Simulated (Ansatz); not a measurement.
# NCO (nco radical) at UCCSDT(Q)/STO-3G

Aim: the electronic atomisation energy of NCO (nco radical) at UCCSDT(Q)/STO-3G, from 4 runs. 

The results are computed with Ansatz 0.2.0.

**1. The molecule**

The species is NCO (3 atoms), meant as a doublet with charge 0. As SMILES, `[N]=C=O`. The coordinates come from a PBE0-D4/def2-TZVP relaxation.

Bond lengths: N1–C2 1.222 Å, C2–O3 1.171 Å. Angles: N1–C2–O3 180.0°.

**2. The energy at UCCSDT(Q)/STO-3G**

The input, job.yaml:

```yaml
crystal:
  periodic: [false, false, false]
  atoms:
    - symbol: "N"
      position_ang: [0.968200, 0.423100, 0.579200]
    - symbol: C
      position_ang: [-0.013800, -0.006000, -0.008300]
    - symbol: O
      position_ang: [-0.954400, -0.417100, -0.571000]
basis:
  gaussian: {orbitals: STO-3G}
magnetization: {spin_polarized: true, initial_magnetization: 1}
correlation: {method: ccsdt_q, frozen_orbitals: {C: 1, "N": 1, O: 1}}
accuracy: high
scf: {omitted_lower_state_checks: [cluster_reference, increment]}
```

On the command line:

```console
$ ansatz run job.yaml --threads 1 --pin off --max-ram 2610MiB --events-out events.jsonl --progress --plain --runs-dir runs
```

Log:

```text
Warning: RAYON_NUM_THREADS=1 ignored (pool sized by the plan → 1); use --threads N
[... 14 lines left out ...]
3 core orbitals not correlated: weight in the atoms' cores, before any rotation towards them, 1.000 or more for the frozen orbitals, at most 0.000 for the correlated occupied ones
[... 34 lines left out ...]
Total energy: -4492.63720728 eV, -165.1013721486 hartree
Checks for a lower state left out: cluster_reference, increment
```

Wall time 4.8 s (1 thread of Intel Xeon Platinum 8375C at 2.90GHz (Ice Lake), shared host); peak memory 0.18 GiB.

**3. The C atom, same level**

The input, job.yaml:

```yaml
crystal:
  periodic: [false, false, false]
  atoms:
    - symbol: C
      position_ang: [0.000000, 0.000000, 0.000000]
basis:
  gaussian: {orbitals: STO-3G}
scf: {omitted_lower_state_checks: [cluster_reference, increment]}
accuracy: high
magnetization: {spin_polarized: true, initial_magnetization: 2}
total_charge: 0
correlation: {method: ccsdt_q, frozen_orbitals: {C: 1}}
```

Run the same way, it converges to -37.21862 Eh (log not shown).

**4. The N atom at the same level**

The input, input.yaml:

```yaml
crystal:
  periodic: [false, false, false]
  atoms:
    - {symbol: N, position_ang: [0.000000, 0.000000, 0.000000]}
basis:
  gaussian:
    orbitals: STO-3G
magnetization:
  spin_polarized: true
  initial_magnetization: 3
correlation:
  method: ccsdt_q
  frozen_orbitals: {"N": 1}
accuracy: high
scf:
  omitted_lower_state_checks: [cluster_reference, increment]
```

Run the same way, it converges to -53.71901 Eh (log not shown).

**5. The O atom**

The input, run.yaml:

```yaml
crystal:
  periodic: [false, false, false]
  atoms:
    - {symbol: O, position_ang: [0.000000, 0.000000, 0.000000]}
basis:
  gaussian: {orbitals: STO-3G}
accuracy: high
correlation: {method: ccsdt_q, frozen_orbitals: {O: 1}}
magnetization: {spin_polarized: true, initial_magnetization: 2}
scf: {omitted_lower_state_checks: [cluster_reference, increment]}
```

Run the same way, it converges to -73.80415 Eh (log not shown).

**6. Summary of results**

Level: UCCSDT(Q)/STO-3G, 3 core orbitals frozen.

| quantity | value |
| --- | --- |
| molecule: total energy | -165.10137 Eh |
| molecule: correlation energy (3 core orbitals frozen) | -186.5 mEh |
| molecule: ⟨S²⟩ of the reference determinant | 0.998 |
| molecule: T1 diagnostic | 0.043 |
| C atom: total energy | -37.21862 Eh |
| C atom: correlation energy (1 core orbital frozen) | -20.2 mEh |
| C atom: ⟨S²⟩ of the reference determinant | 2.000 |
| C atom: T1 diagnostic | 0.000 |
| N atom: total energy | -53.71901 Eh |
| N atom: correlation energy (1 core orbital frozen) | 0.0 mEh |
| N atom: ⟨S²⟩ of the reference determinant | 3.750 |
| N atom: T1 diagnostic | 0.000 |
| O atom: total energy | -73.80415 Eh |
| O atom: correlation energy (1 core orbital frozen) | 0.0 mEh |
| O atom: ⟨S²⟩ of the reference determinant | 2.000 |
| O atom: T1 diagnostic | 0.000 |
| electronic atomisation energy | 9.785 eV |

**Reading.** Taking the molecule apart into free atoms costs 9.78 eV (944 kJ/mol), before zero-point energy and without spin-orbit coupling. In a minimal basis such a difference can be off by several eV, whatever the method. ⟨S²⟩ (molecule) is 1.00 where a pure doublet has 0.75: the reference is spin-contaminated.
